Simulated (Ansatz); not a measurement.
# Cr2F: the cost of one run

Method: DFT PBE, scalar-relativistic, plane waves, PAW, in Ansatz 0.2.0.

1 further run of the same task is left out (it didn't finish).

### Step 1. The system as given

Symmetry: P4_2/mmc, No. 131, tetragonal system. The conventional cell has a = 4.488 Å, b = 4.488 Å, c = 3.990 Å, α = 90.00°, β = 90.00°, γ = 90.00°. Cr (site symmetry m2m) is surrounded by 1 Cr at 2.08 Å. Around F (site symmetry mmm) lie 2 F at 1.99 Å.

As a file:

```
Cr F
1.0
     4.48773    0.00000    0.00000
     0.00000    4.48773    0.00000
     0.00000    0.00000    3.98968
Cr F
4 2
Direct
  0.00000 0.26866 0.00000
  0.00000 0.73134 0.00000
  0.26866 0.00000 0.50000
  0.73134 0.00000 0.50000
  0.50000 0.50000 0.00000
  0.50000 0.50000 0.50000
```

### Step 2. Coarse relaxation

input.yaml

```yaml
crystal:
  lattice:
    - [4.4877280432, 0.0, 0.0]
    - [0.0, 4.4877280432, 0.0]
    - [0.0, 0.0, 3.9896776767]
  atoms:
    - { symbol: Cr, position: [0.0, 0.2686646824, 0.0], spin: 3.0 }
    - { symbol: Cr, position: [0.0, 0.7313353176, 0.0], spin: 3.0 }
    - { symbol: Cr, position: [0.2686646824, 0.0, 0.5], spin: 3.0 }
    - { symbol: Cr, position: [0.7313353176, 0.0, 0.5], spin: 3.0 }
    - { symbol: F, position: [0.5, 0.5, 0.0] }
    - { symbol: F, position: [0.5, 0.5, 0.5] }
basis:
  ecutwfc: 420
kpoints:
  mp_grid: { grid: [4, 4, 4] }
hamiltonian:
  xc: pbe
scf:
  occupations: { method: gaussian, width: 0.1 }
  lower_state_search: "off"
output:
  forces: true
  stress: true
  eigenvalues: true
  populations: true
magnetization:
  spin_polarized: true
relax:
  adjacent_minimum: "off"
  f_tol: 0.04
  max_steps: 70
  cell: { stress_tol: 0.4 }
```

The run is started by

```sh
> ansatz run input.yaml --threads 1 --pin off --max-ram 2560MiB --backend cpu --events-out ev --progress --plain --runs-dir out
```

Q: Estimate wall time and peak memory on 1 thread of Intel Xeon at 2.60GHz (Ice Lake), shared host.

About 2.7 min, with a peak of 0.51 GiB.
